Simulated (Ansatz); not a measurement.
# C3H6BN: a ladder of functionals and wavefunction methods

The task here is to estimate one member of a computed series from the others.

The runs use Ansatz 0.2.0, Gaussian basis; functionals in def2-TZVPP, the program's frozen cores in correlated methods.

Plan: LDA (SPW92), PBE-D4, revPBE-D4, BLYP-D4, r2SCAN-D4, B97M-V, PBE0-D4, B3LYP-D4, r2SCANh-D4, r2SCAN0-D4, HSE06-D4, BHLYP-D4, CAM-B3LYP-D4, LC-ωPBE, ωB97X-V, ωB97M-V, B2PLYP, PBE-QIDH; CCSD(T)/def2-SVP; CCSD(T)/def2-TZVPP; MP2/def2-QZVPP; extrapolation to the limit; RPA on PBE.

**Structure used throughout**

An earlier PBE0-D4 in a triple-zeta def2 set relaxation fixed the geometry.

SMILES `BC1C=CN1`, 11 atoms, charge 0, spin multiplicity 1.

Atoms are counted from 1 here; the program's logs count them from 0.

Bond lengths: B1–C2 1.542 Å, B1–H6 1.198 Å, B1–H7 1.197 Å, C2–C3 1.525 Å, C2–N5 1.478 Å, C2–H8 1.086 Å, C3–C4 1.372 Å, C3–H9 1.077 Å, C4–N5 1.365 Å, C4–H10 1.084 Å, N5–H11 1.014 Å. Angles: C2–B1–H6 119.3°, C2–B1–H7 119.3°, H6–B1–H7 121.1°, B1–C2–C3 78.4°, B1–C2–N5 112.2°, B1–C2–H8 127.6°, C3–C2–N5 85.8°, C3–C2–H8 120.7°, N5–C2–H8 117.2°, C2–C3–C4 87.5°, C2–C3–H9 134.9°, C4–C3–H9 135.3°, C3–C4–N5 96.7°, C3–C4–H10 136.6°, N5–C4–H10 126.6°, C2–N5–C4 89.6°, C2–N5–H11 121.4°, C4–N5–H11 122.0°.

As a file:

```
B    -1.14261    0.71207   -0.16917
C    -0.55605   -0.62989    0.31347
C     0.49689    0.35854    0.80362
C     1.33245   -0.14768   -0.15913
N     0.49652   -1.13633   -0.59254
H    -1.92133    1.29649    0.52951
H    -0.89442    1.09694   -1.27530
H    -1.00827   -1.34284    0.99580
H     0.62521    0.95296    1.69207
H     2.32279    0.07554   -0.54016
H     0.31424   -1.29271   -1.57767
```

The first run:

Input file in.yaml:

```yaml
crystal:
  periodic: [false, false, false]
  atoms:
    - {symbol: B, position_ang: [-1.142615, 0.712072, -0.169169]}
    - {symbol: C, position_ang: [-0.556055, -0.629892, 0.313472]}
    - {symbol: C, position_ang: [0.496894, 0.358536, 0.803617]}
    - {symbol: C, position_ang: [1.332447, -0.147677, -0.159133]}
    - {symbol: N, position_ang: [0.496519, -1.136327, -0.592536]}
    - {symbol: H, position_ang: [-1.921334, 1.296493, 0.529509]}
    - {symbol: H, position_ang: [-0.894420, 1.096940, -1.275304]}
    - {symbol: H, position_ang: [-1.008272, -1.342837, 0.995802]}
    - {symbol: H, position_ang: [0.625208, 0.952960, 1.692071]}
    - {symbol: H, position_ang: [2.322787, 0.075538, -0.540159]}
    - {symbol: H, position_ang: [0.314240, -1.292706, -1.577671]}
basis:
  gaussian: {orbitals: def2-TZVPP}
hamiltonian: {xc: lda}
output: {orbitals: {seedname: orbitals}}
```

Command:

```console
$ ansatz run in.yaml --threads 2 --pin off --events-out ev --progress --plain --max-ram 4352MiB
```

Among the steps run: LDA; PBE-D4 (GGA); revPBE-D4 (GGA); BLYP-D4 (GGA); r2SCAN-D4 (meta-GGA); B97M-V (meta-GGA); B3LYP-D4 (hybrid); r2SCANh-D4 (hybrid); r2SCAN0-D4 (hybrid); HSE06-D4 (hybrid); BHLYP-D4 (hybrid); CAM-B3LYP-D4 (range-separated); LC-ωPBE (range-separated); ωB97X-V (range-separated); ωB97M-V (range-separated); B2PLYP (double hybrid); PBE-QIDH (double hybrid).

One of the session's tables, all rows but one given; the rest of the session is left out.

| functional | HOMO (eV) | gap (eV) |
| --- | --- | --- |
| LDA (SPW92) | -6.14 | 4.00 |
| PBE-D4 | -5.96 | 4.05 |
| revPBE-D4 | -5.90 | 4.07 |
| BLYP-D4 | -5.79 | 4.03 |
| r2SCAN-D4 | -6.13 | 4.42 |
| B97M-V | -6.20 | 4.51 |
| PBE0-D4 | -7.04 | 6.05 |
| B3LYP-D4 | -6.81 | 5.62 |
| r2SCANh-D4 | -6.54 | 5.17 |
| r2SCAN0-D4 | -7.16 | 6.29 |
| HSE06-D4 | -6.64 | 5.27 |
| BHLYP-D4 | ? | ? |
| CAM-B3LYP-D4 | -8.29 | 8.41 |
| LC-ωPBE | -9.60 | 10.81 |
| ωB97X-V | -9.26 | 10.43 |
| ωB97M-V | -9.18 | 10.22 |

Q: Estimate the row for BHLYP-D4 from the others.

Worked estimate for «HOMO (eV)». Against the share of exact exchange, BLYP-D4 (0, -5.79), B3LYP-D4 (0.2, -6.81) give a slope of -5.10 per unit share; at 0.5 the line stands at -8.34.

**Answer.** HOMO (eV): -7.95; gap (eV): 8.02. In «HOMO (eV)» the line misses by -0.39.
